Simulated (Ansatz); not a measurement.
# CH₄GeO₂: basis-set convergence

An exercise on one series of results from a longer session: the logs are not shown, and one member is left open.

Method: one geometry, several basis sets; program: Ansatz 0.2.0, Gaussian basis.

The runs, in order: PBE0-D4/def2-SVP; ωB97M-V/def2-SVP; PBE0-D4/def2-QZVPP; ωB97M-V/def2-QZVPP; the functionals' def2-TZVPP values are taken from earlier runs.

## The relaxed structure

All runs share one geometry, relaxed beforehand with PBE0-D4 in a triple-zeta def2 set.

8 atoms, charge 0, spin multiplicity 1.

Atoms are counted from 1 here; the program's logs count them from 0.

Bond lengths: O1–C2 1.203 Å, C2–O3 1.318 Å, C2–H5 1.101 Å, O3–Ge4 1.840 Å, Ge4–H6 1.528 Å, Ge4–H7 1.528 Å, Ge4–H8 1.532 Å. Angles: O1–C2–O3 124.7°, O1–C2–H5 123.7°, O3–C2–H5 111.6°, C2–O3–Ge4 113.7°, O3–Ge4–H6 108.6°, O3–Ge4–H7 108.6°, O3–Ge4–H8 100.3°, H6–Ge4–H7 113.7°, H6–Ge4–H8 112.4°, H7–Ge4–H8 112.4°.

The first run:

Input file in.yaml:

```yaml
crystal:
  periodic: [false, false, false]
  atoms:
    - {symbol: O, position_ang: [1.249839, -0.737777, 1.111613]}
    - {symbol: C, position_ang: [1.395931, 0.277783, 0.484065]}
    - {symbol: O, position_ang: [0.493245, 0.797832, -0.322841]}
    - {symbol: Ge, position_ang: [-1.061926, -0.179971, -0.420965]}
    - {symbol: H, position_ang: [2.310346, 0.889652, 0.516830]}
    - {symbol: H, position_ang: [-1.700905, -0.218480, 0.966856]}
    - {symbol: H, position_ang: [-0.732886, -1.562257, -0.983870]}
    - {symbol: H, position_ang: [-1.861544, 0.676117, -1.407488]}
basis:
  gaussian: {orbitals: def2-SVP}
hamiltonian: {xc: pbe0, dispersion: d4}
output: {orbitals: {seedname: orbitals}}
```

Among the steps run: PBE0-D4 in def2-SVP; ωB97M-V in def2-SVP; PBE0-D4 in def2-QZVPP; ωB97M-V in def2-QZVPP.

One table of the session follows, with a row left open; its other results are not shown here.

It belongs to the step «Density functionals: the series». 

| functional | basis | HOMO (eV) | LUMO (eV) |
| --- | --- | --- | --- |
| PBE0-D4 | def2-SVP | -8.23 | 0.20 |
| PBE0-D4 | def2-TZVPP | -8.35 | -0.01 |
| PBE0-D4 | def2-QZVPP | ? | ? |
| ωB97M-V | def2-SVP | -10.63 | 2.13 |
| ωB97M-V | def2-TZVPP | -10.79 | 1.86 |
| ωB97M-V | def2-QZVPP | -10.82 | 1.32 |

Q: Estimate the row for PBE0-D4, def2-QZVPP from the others.

**Answer.** HOMO (eV): -8.38; LUMO (eV): -0.22. In the column «HOMO (eV)» it lies between ωB97M-V, def2-SVP (-10.63) and PBE0-D4, def2-TZVPP (-8.35).
